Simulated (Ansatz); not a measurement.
# C₃H₅Cl₂Ga: up Jacob's ladder to CCSD(T)

The task here is to estimate one member of a computed series from the others.

Program: Ansatz 0.2.0, Gaussian basis. Level of theory: functionals in def2-TZVPP, the program's frozen cores in correlated methods. These are calculated values, not measurements.

Plan: LDA (SPW92), PBE-D4, revPBE-D4, BLYP-D4, r2SCAN-D4, B97M-V, PBE0-D4, B3LYP-D4, r2SCANh-D4, r2SCAN0-D4, HSE06-D4, BHLYP-D4, CAM-B3LYP-D4, LC-ωPBE, ωB97X-V, ωB97M-V, B2PLYP, PBE-QIDH; CCSD(T)/def2-SVP; MP2/def2-TZVPP; MP2/def2-QZVPP; RPA on PBE.

1 further run of the same task is left out (it didn't finish).

**Structure used throughout**

An earlier PBE0-D4 in a triple-zeta def2 set relaxation fixed the geometry.

SMILES `C=C[CH2][Ga]([Cl])[Cl]`, 11 atoms, charge 0, spin multiplicity 1.

Atoms are counted from 1 here; the program's logs count them from 0.

Bond lengths: C1–C2 1.326 Å, C1–H7 1.083 Å, C1–H8 1.089 Å, C2–C3 1.495 Å, C2–H9 1.089 Å, C3–Ga4 1.959 Å, C3–H10 1.094 Å, C3–H11 1.095 Å, Ga4–Cl5 2.138 Å, Ga4–Cl6 2.139 Å. Angles: C2–C1–H7 121.5°, C2–C1–H8 122.6°, H7–C1–H8 115.8°, C1–C2–C3 126.5°, C1–C2–H9 118.1°, C3–C2–H9 115.4°, C2–C3–Ga4 112.3°, C2–C3–H10 110.6°, C2–C3–H11 110.6°, Ga4–C3–H10 107.4°, Ga4–C3–H11 109.1°, H10–C3–H11 106.7°, C3–Ga4–Cl5 122.2°, C3–Ga4–Cl6 124.1°, Cl5–Ga4–Cl6 113.7°.

The first run:

in.yaml

```yaml
crystal:
  periodic: [false, false, false]
  atoms:
    - {symbol: C, position_ang: [-0.775679, -0.443522, -1.395330]}
    - {symbol: C, position_ang: [-0.220806, -1.130593, -0.406881]}
    - {symbol: C, position_ang: [0.322348, -0.572570, 0.869868]}
    - {symbol: Ga, position_ang: [0.554497, 1.371308, 0.793822]}
    - {symbol: Cl, position_ang: [2.453065, 2.278411, 0.414438]}
    - {symbol: Cl, position_ang: [-1.025809, 2.781268, 1.093714]}
    - {symbol: H, position_ang: [-1.156020, -0.934448, -2.282976]}
    - {symbol: H, position_ang: [-0.897308, 0.638275, -1.361988]}
    - {symbol: H, position_ang: [-0.152604, -2.212861, -0.509241]}
    - {symbol: H, position_ang: [1.299124, -1.010282, 1.095727]}
    - {symbol: H, position_ang: [-0.335310, -0.821987, 1.709446]}
basis:
  gaussian: {orbitals: def2-TZVPP}
hamiltonian: {xc: lda}
output: {orbitals: {seedname: orbitals}}
```

Steps of the session up to this table: LDA; PBE-D4 (GGA); revPBE-D4 (GGA); BLYP-D4 (GGA); r2SCAN-D4 (meta-GGA); B97M-V (meta-GGA); PBE0-D4 (hybrid); B3LYP-D4 (hybrid); r2SCANh-D4 (hybrid); r2SCAN0-D4 (hybrid); HSE06-D4 (hybrid); BHLYP-D4 (hybrid); CAM-B3LYP-D4 (range-separated); LC-ωPBE (range-separated); ωB97X-V (range-separated); ωB97M-V (range-separated); B2PLYP (double hybrid); PBE-QIDH (double hybrid).

One table of the session follows, with a row left open; its other results are not shown here.

It belongs to the step «Frontier levels by functional». 

```
  functional  HOMO (eV)  gap (eV)
 LDA (SPW92)      -7.04      4.68
      PBE-D4      -6.86      4.84
   revPBE-D4      -6.80      4.92
     BLYP-D4      -6.70      4.77
   r2SCAN-D4      -7.08      5.28
      B97M-V      -7.08      5.15
     PBE0-D4      -8.01      6.78
    B3LYP-D4      -7.78      6.31
  r2SCANh-D4      -7.51      6.00
  r2SCAN0-D4      -8.16      7.06
    HSE06-D4      -7.60      6.01
    BHLYP-D4      -8.99      8.58
CAM-B3LYP-D4      -9.34      9.06
     LC-ωPBE          ?         ?
     ωB97X-V     -10.35     11.10
     ωB97M-V     -10.24     10.79
```

**Question.** Estimate the row for LC-ωPBE.

As computed: HOMO (eV): -10.75; gap (eV): 11.64. In the column «HOMO (eV)» it is the lowest.
